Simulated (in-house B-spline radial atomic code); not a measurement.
# Nd¹⁰⁺: excited configurations

How much energy does it take to promote electrons of Nd¹⁰⁺ to other shells? Each configuration is solved by itself and compared with the reference.

The numbers are computed with in-house B-spline radial atomic code version 1 (non-relativistic Hartree-Fock, average of configuration, point nucleus, basis-set limit), except any that are marked as measured or tabulated.

## 1. The system

```
element       : neodymium (Z = 60)
charge        : +10
electrons     : 50
configuration : [Kr] 4d10 4f2 5s2
Hamiltonian   : non-relativistic
nucleus       : point
```

The outer shells:

[Kr] 4d10 4f2 5s2
```
[Kr] core
4d [↑↓][↑↓][↑↓][↑↓][↑↓]
4f [↑ ][↑ ][  ][  ][  ][  ][  ]
5s [↑↓]
```

The boxes draw the filling by Hund's rule, which heavy ions in jj coupling don't follow; these runs average over all states of the configuration.

The run's settings:

```ini
Z = 60
electrons = 50.0
configuration = [Kr] 4d10 4f2 5s2
hamiltonian = nr
method = hf
spin_polarised = False
```

This reference run was done before. Its total energy is -9258.136502 hartree, and its levels are (the highest eight at most):

| orbital | occupation | energy (eV) | <r> (bohr) |
| --- | --- | --- | --- |
| 3s | 2 | -1641.47 | 0.2802 |
| 3p | 6 | -1483.16 | 0.2704 |
| 3d | 10 | -1192.66 | 0.2418 |
| 4s | 2 | -469.19 | 0.6315 |
| 4p | 6 | -405.96 | 0.6494 |
| 4d | 10 | -293.91 | 0.6871 |
| 5s | 2 | -172.51 | 1.353 |
| 4f | 2 | -169.02 | 0.7829 |

## 2. [Kr] 4d8 4f2 5s2 6g1 7d1

The run's settings:

```ini
Z = 60
electrons = 50.0
configuration = [Kr] 4d8 4f2 5s2 6g1 7d1
hamiltonian = nr
method = hf
spin_polarised = False
```

## 3. Run with [Kr] 4d8 4f2 5s2 6d1 7p1

The run's settings:

```ini
Z = 60
electrons = 50.0
configuration = [Kr] 4d8 4f2 5s2 6d1 7p1
hamiltonian = nr
method = hf
spin_polarised = False
```

## 4. [Kr] 4d9 4f1 5s2 5p2

The run's settings:

```ini
Z = 60
electrons = 50.0
configuration = [Kr] 4d9 4f1 5s2 5p2
hamiltonian = nr
method = hf
spin_polarised = False
```

How far above the reference does each configuration lie (order and size, in eV)?

**Answer**, as computed:

| net move | configuration | energy above the reference (eV) | largest <r> (bohr) |
| --- | --- | --- | --- |
| 4d, 4f → 2×5p | [Kr] 4d9 4f1 5s2 5p2 | 144.69 | 1.39 |
| 2×4d → 6d, 7p | [Kr] 4d8 4f2 5s2 6d1 7p1 | 466.09 | 3.72 |
| 2×4d → 6g, 7d | [Kr] 4d8 4f2 5s2 6g1 7d1 | 503.67 | 4.08 |

**Reading.** The energies run from 144.69 eV (4d, 4f → 2×5p) to 503.67 eV (2×4d → 6g, 7d). 2 of them lie more than 2 % above the ionisation threshold that Koopmans' theorem gives (169.02 eV), where such states can decay by emitting an electron. Two partly filled shells share a symmetry and can mix in the average, which may lower the energy, for: 2×4d → 6d, 7p; 2×4d → 6g, 7d. These are averages over configurations, without correlation, not spectroscopic levels.
